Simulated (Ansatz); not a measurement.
**FGeH5Si: basis-set convergence**

How large a basis does FGeH5Si need? Two functionals are run in growing sets.

Computed with Ansatz 0.2.0, Gaussian basis. Level: one geometry, several basis sets.

Plan: PBE0-D4/def2-SVP; ωB97M-V/def2-SVP; PBE0-D4/def2-QZVPP; ωB97M-V/def2-QZVPP; the functionals' def2-TZVPP values are taken from earlier runs.

**1. The geometry**

The geometry comes from an earlier relaxation with PBE0-D4 in a triple-zeta def2 set; it is a stationary point, not always the lowest conformer.

SMILES `F[SiH2][GeH3]`, 8 atoms, charge 0, spin multiplicity 1.

Atoms are counted from 1 here; the program's logs count them from 0.

Bond lengths: F1–Si2 1.606 Å, Si2–Ge3 2.380 Å, Si2–H4 1.485 Å, Si2–H5 1.485 Å, Ge3–H6 1.536 Å, Ge3–H7 1.539 Å, Ge3–H8 1.536 Å. Angles: F1–Si2–Ge3 109.6°, F1–Si2–H4 107.7°, F1–Si2–H5 107.7°, Ge3–Si2–H4 111.2°, Ge3–Si2–H5 111.2°, H4–Si2–H5 109.2°, Si2–Ge3–H6 110.9°, Si2–Ge3–H7 108.9°, Si2–Ge3–H8 110.9°, H6–Ge3–H7 108.5°, H6–Ge3–H8 108.9°, H7–Ge3–H8 108.5°.

**2. PBE0-D4 in def2-SVP**

in.yaml

```yaml
crystal:
  periodic: [false, false, false]
  atoms:
    - {symbol: F, position_ang: [-1.938090, 1.112357, -0.414237]}
    - {symbol: Si, position_ang: [-0.486315, 0.615841, -0.887462]}
    - {symbol: Ge, position_ang: [0.536221, -0.636683, 0.858871]}
    - {symbol: H, position_ang: [-0.666671, -0.210942, -2.108323]}
    - {symbol: H, position_ang: [0.315103, 1.819654, -1.226805]}
    - {symbol: H, position_ang: [0.716709, 0.223707, 2.118796]}
    - {symbol: H, position_ang: [1.921971, -1.110665, 0.387591]}
    - {symbol: H, position_ang: [-0.306730, -1.870468, 1.215870]}
basis:
  gaussian: {orbitals: def2-SVP}
hamiltonian: {xc: pbe0, dispersion: d4}
output: {orbitals: {seedname: orbitals}}
```

Further steps of the session: ωB97M-V in def2-SVP; PBE0-D4 in def2-QZVPP; ωB97M-V in def2-QZVPP.

Q: Predict the results of all the runs planned. Wanted: PBE0-D4: double and triple zeta above quadruple; ωB97M-V: double and triple zeta above quadruple.

**Answer**, as computed:

| quantity | value |
| --- | --- |
| PBE0-D4: double and triple zeta above quadruple | 15.21, 1.66 eV |
| ωB97M-V: double and triple zeta above quadruple | 15.25, 1.61 eV |

PBE0-D4 gains 13.55 eV from double to triple zeta, then 1.66 eV more. Total energies overstate the basis error of differences, where much of it tends to cancel. The LUMO of ωB97M-V is positive and keeps falling with the basis (1.71 to 1.00 eV): an unbound level that the basis holds in place.
